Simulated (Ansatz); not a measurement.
# ClGe2H6N: the cost of one run

Computed with Ansatz 0.2.0, driven from Python. The levels of theory stand in the script.

### Step 1. The structure

Bond lengths: N1–Ge2 1.810 Å, Ge2–Cl3 2.147 Å, Ge2–Ge4 2.345 Å, N1–H5 1.062 Å, N1–H6 1.108 Å, Ge2–H7 1.569 Å, Ge4–H8 1.561 Å, Ge4–H9 1.623 Å, Ge4–H10 1.529 Å. Angles (14 of 15 angles, heavy atoms first): N1–Ge2–Cl3 107.6°, N1–Ge2–Ge4 111.3°, Cl3–Ge2–Ge4 108.6°, N1–Ge2–H7 110.9°, Cl3–Ge2–H7 109.2°, Ge4–Ge2–H7 109.1°, Ge2–N1–H5 110.3°, Ge2–N1–H6 107.6°, Ge2–Ge4–H8 109.0°, Ge2–Ge4–H9 110.0°, Ge2–Ge4–H10 113.6°, H5–N1–H6 102.2°, H8–Ge4–H9 107.3°, H8–Ge4–H10 109.7°.

The script holds or builds the structure itself.

### Step 2. The script

File methods.py:

```python
"""ClGe2H6N at several levels of theory."""

import ansatz as az
from ase import Atoms

atoms = Atoms(["N", "Ge", "Cl", "Ge", "H", "H", "H", "H", "H", "H"], positions=[
    (-0.4199, 0.8282, -1.6374),
    (0.6973, 0.2908, -0.3192),
    (2.2148, -0.9355, -1.2157),
    (-0.4354, -0.9783, 1.2954),
    (0.0884, 1.474, -2.3096),
    (-1.171, 1.5053, -1.1844),
    (1.3732, 1.5235, 0.3775),
    (-1.1121, -2.2001, 0.5975),
    (-1.6166, -0.0918, 1.9681),
    (0.4644, -1.4673, 2.4307),
])
geometry = az.Crystal.molecule_from_ase(atoms)

base = geometry.calculation().basis(gaussian="def2-SVP")

methods = ["mp2", "ccsd", "ccsd_t"]
reports = [base.correlation(m).run().report for m in methods]
print(f"Hartree-Fock reference {reports[0]['reference_energy_ev'] / 27.211386246:.6f} Ha")
best = reports[-1]["free_energy_ev"] - reports[-1]["reference_energy_ev"]
for method, each in zip(methods, reports):
    gained = each["free_energy_ev"] - each["reference_energy_ev"]
    print(f"{method:8s} total {each['free_energy_ev'] / 27.211386246:.6f} Ha  correlation {gained:9.4f} eV  ({100 * gained / best:.1f} % of the last)")
```

### Step 3. The input behind the calls

The package turns the script's settings into the engine's input (first run):

```yaml
crystal:
  periodic: [false, false, false]
  atoms:
    - { symbol: "N", position_ang: [-0.4199, 0.8282, -1.6374] }
    - { symbol: Ge, position_ang: [0.6973, 0.2908, -0.3192] }
    - { symbol: Cl, position_ang: [2.2148, -0.9355, -1.2157] }
    - { symbol: Ge, position_ang: [-0.4354, -0.9783, 1.2954] }
    - { symbol: H, position_ang: [0.0884, 1.474, -2.3096] }
    - { symbol: H, position_ang: [-1.171, 1.5053, -1.1844] }
    - { symbol: H, position_ang: [1.3732, 1.5235, 0.3775] }
    - { symbol: H, position_ang: [-1.1121, -2.2001, 0.5975] }
    - { symbol: H, position_ang: [-1.6166, -0.0918, 1.9681] }
    - { symbol: H, position_ang: [0.4644, -1.4673, 2.4307] }
basis:
  gaussian:
    orbitals: def2-SVP
correlation:
  method: mp2
```

### Step 4. The run

Command:

```bash
> python methods.py
```

Q: Estimate wall time and peak memory on 1 thread of Intel Xeon Platinum 8375C at 2.90GHz (Ice Lake), shared host.

About 71 s, with a peak of 0.77 GiB.
